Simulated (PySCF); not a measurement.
# CH₃B₂Br₂F: NMR shifts at several levels of theory, part 2 of 2

PySCF 2.14.0. Atoms count from 0.

## 10. NMR shieldings: B97-D/pcSseg-1

The job: settings as JSON, then the geometry in Å.

```
{"job": {"kind": "nmr", "xc": "B97-D", "basis": "pcSseg-1", "pop": false}, "charge": 0, "multiplicity": 1}
F     -1.993683    -0.361508     0.898676
B     -1.202276     0.369340     0.139884
Br    -1.521564     2.257358     0.111984
C     -0.029438    -0.294631    -0.649355
B      1.147657    -0.448288     0.360287
Br     2.625507     0.751419     0.338533
H     -0.375263    -1.305879    -0.926795
H      0.244272     0.300996    -1.529449
H      1.158722    -1.291903     1.220067
```

Level: GIAO B97-D/pcSseg-1 NMR shielding, non-relativistic, gas phase.

Log:

```text
coarse grid: 42920 points
cycle   1  E = -5339.8000033109  dE = -1.858e+00  |g| = 1.057e+00  |ddm| = 2.912e+00
cycle   2  E = -5339.6542899857  dE =  1.457e-01  |g| = 1.173e+00  |ddm| = 1.148e+00
cycle   3  E = -5339.8512725059  dE = -1.970e-01  |g| = 4.563e-01  |ddm| = 1.008e+00
cycle   4  E = -5339.8817510268  dE = -3.048e-02  |g| = 1.104e-01  |ddm| = 3.422e-01
cycle   5  E = -5339.8844862035  dE = -2.735e-03  |g| = 2.840e-02  |ddm| = 1.056e-01
cycle   6  E = -5339.8846463804  dE = -1.602e-04  |g| = 3.589e-03  |ddm| = 2.453e-02
cycle   7  E = -5339.8846475457  dE = -1.165e-06  |g| = 2.384e-03  |ddm| = 6.071e-03
final grid: 87496 points
cycle   8  E = -5339.8845456174  dE =  4.194e-06  |g| = 4.565e-03  |ddm| = 8.395e-03
cycle   9  E = -5339.8845293456  dE =  1.627e-05  |g| = 8.811e-03  |ddm| = 1.473e-02
cycle  10  E = -5339.8845516481  dE = -2.230e-05  |g| = 4.788e-04  |ddm| = 9.698e-03
cycle  11  E = -5339.8845517142  dE = -6.607e-08  |g| = 9.112e-05  |ddm| = 5.140e-04
cycle  12  E = -5339.8845517165  dE = -2.328e-09  |g| = 9.009e-06  |ddm| = 1.071e-04
cycle  13  E = -5339.8845517165  dE = -1.819e-12  |g| = 2.478e-06  |ddm| = 1.072e-05
converged SCF energy = -5339.8845517165

GIAO shielding tensors (ppm)
atom      isotropic    diamagn.    paramagn.     s11        s22        s33       span
  0 F      159.217     467.419    -308.201      7.857     96.762    373.033    365.176
  1 B       51.753     192.038    -140.286     16.121     69.105     70.033     53.911
  2 Br    2149.157    3126.928    -977.771   1516.806   2294.397   2636.269   1119.463
  3 C      134.621     256.868    -122.247     80.051    150.301    173.512     93.462
  4 B       23.521     191.194    -167.672    -27.536     -2.565    100.665    128.201
  5 Br    1883.602    3125.884   -1242.282   1166.484   1889.445   2594.877   1428.393
  6 H       28.565      30.285      -1.719     25.948     26.712     33.036      7.088
  7 H       28.608      31.233      -2.625     26.382     28.667     30.777      4.395
  8 H       24.228      28.300      -4.072     21.209     24.137     27.338      6.129
```

Run time: 26 s. Hardware: 1 thread of Arm Neoverse V1, shared host; peak memory 0.92 GiB.

Key values: δ C3 44.5, F0 -4.4, B4 74.7, B1 46.5, H8 7.18, H6 2.82 ppm (means over like atoms).

## 11. Nuclear shieldings: B3LYP/pcSseg-1

Same as in step 10 but for these lines:

```diff
@@ -1,2 +1,2 @@
-{"job": {"kind": "nmr", "xc": "B97-D", "basis": "pcSseg-1", "pop": false}, "charge": 0, "multiplicity": 1}
+{"job": {"kind": "nmr", "xc": "B3LYP", "basis": "pcSseg-1", "pop": false}, "charge": 0, "multiplicity": 1}
 F     -1.993683    -0.361508     0.898676
```

Method: GIAO B3LYP/pcSseg-1 NMR shielding, non-relativistic, gas phase.

Log:

```text
coarse grid: 42920 points
cycle   1  E = -5337.3385581489  dE = -1.811e+00  |g| = 1.148e+00  |ddm| = 2.899e+00
cycle   2  E = -5337.2890818445  dE =  4.948e-02  |g| = 9.831e-01  |ddm| = 8.602e-01
cycle   3  E = -5337.3975731277  dE = -1.085e-01  |g| = 3.606e-01  |ddm| = 6.967e-01
cycle   4  E = -5337.4158719399  dE = -1.830e-02  |g| = 6.332e-02  |ddm| = 2.168e-01
cycle   5  E = -5337.4164230690  dE = -5.511e-04  |g| = 1.622e-02  |ddm| = 4.718e-02
cycle   6  E = -5337.4164847431  dE = -6.167e-05  |g| = 2.425e-03  |ddm| = 1.433e-02
cycle   7  E = -5337.4164857386  dE = -9.955e-07  |g| = 1.256e-03  |ddm| = 3.347e-03
final grid: 87496 points
cycle   8  E = -5337.4163300889  dE =  5.785e-07  |g| = 1.901e-03  |ddm| = 3.445e-03
cycle   9  E = -5337.4163285225  dE =  1.566e-06  |g| = 3.002e-03  |ddm| = 5.153e-03
cycle  10  E = -5337.4163312026  dE = -2.680e-06  |g| = 1.565e-04  |ddm| = 3.184e-03
cycle  11  E = -5337.4163312062  dE = -3.548e-09  |g| = 1.629e-05  |ddm| = 1.208e-04
cycle  12  E = -5337.4163312062  dE = -6.457e-11  |g| = 6.366e-06  |ddm| = 1.632e-05
converged SCF energy = -5337.4163312062

GIAO shielding tensors (ppm)
atom      isotropic    diamagn.    paramagn.     s11        s22        s33       span
  0 F      161.732     467.610    -305.878      3.404    101.173    380.617    377.213
  1 B       46.239     190.880    -144.641      4.037     64.837     69.843     65.806
  2 Br    2178.275    3124.743    -946.468   1540.131   2319.259   2675.435   1135.304
  3 C      133.478     256.956    -123.478     76.599    150.139    173.697     97.099
  4 B       15.735     189.965    -174.230    -40.454    -13.514    101.173    141.627
  5 Br    1915.853    3123.650   -1207.798   1163.826   1962.075   2621.656   1457.830
  6 H       28.661      30.283      -1.623     25.958     26.853     33.171      7.213
  7 H       28.660      31.240      -2.580     26.593     28.663     30.725      4.133
  8 H       24.139      28.097      -3.958     20.972     24.015     27.430      6.458
```

Run time: 21 s. Hardware: 1 thread of Arm Neoverse V1, shared host; peak memory 0.93 GiB.

Key values: δ C3 45.8, F0 10.2, B4 82.1, B1 51.6, H8 7.24, H6 2.72 ppm (means over like atoms).

## 12. Run by run: NMR shifts

Shifts (ppm) of some atoms, chosen among heavy atoms and hydrogens apart, means over like atoms, with basis size and wall time:

```
           run    C3    H8    H6    F0    B4  Br5  Br2  functions  time
   HF/pcSseg-1  36.1  7.00  2.32  16.9  77.8  386  217        165  12 s
  LDA/pcSseg-1  54.3  7.55  3.21  11.1  84.7  846  517        165  21 s
  PBE/pcSseg-1  49.6  7.43  3.05   8.4  79.2  730  432        165  24 s
 BLYP/pcSseg-1  48.2  7.27  2.83   4.4  81.1  698  406        165  24 s
 BP86/pcSseg-1  49.1  7.40  3.01   4.5  78.6  713  424        165  24 s
 OPBE/pcSseg-1  45.8  7.43  3.17   6.2  72.1  664  389        165  23 s
  KT2/pcSseg-1  47.4  7.28  2.92  -5.6  73.8  697  416        165  24 s
  KT3/pcSseg-1  44.0  7.14  2.85  -6.0  71.8  629  365        165  27 s
B97-D/pcSseg-1  44.5  7.18  2.82  -4.4  74.7  636  370        165  26 s
B3LYP/pcSseg-1  45.8  7.24  2.72  10.2  82.1  629  366        165  21 s
```

## 13. Outcome

This closing draws on all 2 parts.

| quantity | value |
| --- | --- |
| 13C shifts against TMS (HF/pcSseg-1) | 36.1 ppm |
| 1H shifts against TMS (HF/pcSseg-1, means over atoms taken as alike) | 7.00, 2.32 ppm |
| 19F shifts against CFCl3 (HF/pcSseg-1) | 16.9 ppm |
| 11B shifts against BF3·OEt2 (HF/pcSseg-1) | 77.8, 51.2 ppm |
| 79Br shifts against HBr (HF/pcSseg-1) | 386, 217 ppm |
| range of the shift of Br5 | 386 to 846 ppm |

**Reading.** Single values in the summary come from the first sound run of each kind (HF/pcSseg-1), which need not be the best level. At HF/pcSseg-1: Shielding is most anisotropic at Br5 (span 1223 ppm, paramagnetic term -877 ppm). Across the 10 runs the shift of Br5 moves most, between 386 (HF/pcSseg-1) and 846 ppm (LDA/pcSseg-1). Spin-orbit coupling is left out, which matters for shieldings and couplings at and beside the heavy atoms.
